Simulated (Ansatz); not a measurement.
# GaN (F-43m): how far a G0W0 gap depends on its settings

Aim: test how the G0W0 gap of GaN (database structure) moves with the number of bands, the screening cutoff and the other choices.

The runs shown are made with Ansatz 0.2.0. G0W0, plane waves. Spin-unpolarised throughout; all numbers are computed.

1 further run of the same task is left out (it didn't finish). Runs told in other sessions of the task aren't counted.

### Step 1. The structure to begin with

The cell was relaxed beforehand with r2SCAN.

The symmetry is F-43m (No. 216, cubic); a = 4.498 Å in the conventional setting, 11.37 Å³ an atom. Near Ga stand 4 N at 1.95 Å; near N stand 4 Ga at 1.95 Å.

Coordinates:

```
CELL_PARAMETERS angstrom
0.00000 2.24895 2.24895
2.24895 0.00000 2.24895
2.24895 2.24895 0.00000
ATOMIC_POSITIONS crystal
Ga 0.00000 0.00000 0.00000
N 0.75000 0.75000 0.75000
```

### Step 2. From PBE, 90 empty bands, 110 eV

File input.yaml:

```yaml
crystal:
  lattice:
    - [0.0, 2.248952624, 2.248952624]
    - [2.248952624, 0.0, 2.248952624]
    - [2.248952624, 2.248952624, 0.0]
  atoms:
    - { symbol: Ga, position: [0.0, 0.0, 0.0] }
    - { symbol: "N", position: [0.75, 0.75, 0.75] }
kpoints:
  mp_grid: { grid: [4, 4, 4] }
hamiltonian:
  xc: pbe
scf:
  occupations: { method: fixed }
gw:
  n_empty_bands: 90
  ecut_chi: 110
  qp_bands: [v1, c1]
  qp_kpoints: band_edges
  screening: { model: godby_needs }
```

Launch:

```
$ ansatz run input.yaml --threads 4 --pin off --max-ram 4608MiB --backend cpu --events-out ev --progress --plain --runs-dir out
```

### Step 3. From HSE06, 60 empty bands, 80 eV, plasmon_pole_fit_frequency 5

input.yaml, as its differences from that of step 2:

```diff
@@ -11,3 +11,3 @@
 hamiltonian:
-  xc: pbe
+  xc: hse06
 scf:
@@ -15,4 +15,4 @@
 gw:
-  n_empty_bands: 90
-  ecut_chi: 110
+  n_empty_bands: 60
+  ecut_chi: 80
   qp_bands: [v1, c1]
@@ -20 +20,2 @@
   screening: { model: godby_needs }
+  plasmon_pole_fit_frequency: 5
```

### Step 4. From LDA, 100000 empty bands, 80 eV

input.yaml, as its differences from that of step 3:

```diff
@@ -11,3 +11,3 @@
 hamiltonian:
-  xc: hse06
+  xc: lda
 scf:
@@ -15,3 +15,3 @@
 gw:
-  n_empty_bands: 60
+  n_empty_bands: 100000
   ecut_chi: 80
@@ -19,3 +19,2 @@
   qp_kpoints: band_edges
-  screening: { model: godby_needs }
-  plasmon_pole_fit_frequency: 5
+  screening: { model: contour_deformation }
```

### Step 5. From PBE, 2 empty bands, 80 eV

input.yaml, as its differences from that of step 4:

```diff
@@ -11,3 +11,3 @@
 hamiltonian:
-  xc: lda
+  xc: pbe
 scf:
@@ -15,3 +15,3 @@
 gw:
-  n_empty_bands: 100000
+  n_empty_bands: 2
   ecut_chi: 80
```

What does the calculation give? Wanted: for each run, start; potentials; frequencies; empty bands; cutoff; Kohn-Sham gap; G0W0 gap.

The runs gave:

```
start  potentials   frequencies  empty bands  cutoff (eV)   mesh  Kohn-Sham gap (eV)  G0W0 gap (eV)
  PBE         PAW          pole           90          110  4×4×4                1.74           2.73
HSE06         PAW  pole at 5 eV           60           80  4×4×4                3.03           3.31
```

Gaps are those on each run's own mesh. Runs that failed or were set aside have no row.

Over the runs in the table the G0W0 gap on the mesh spans 2.73 to 3.31 eV, and the shift from the starting levels +0.27 to +1.00 eV; where more than one setting differs between two runs, no single one explains their difference. G0W0 here is at a finite number of bands, screening cutoff and k mesh, not at the basis limit.
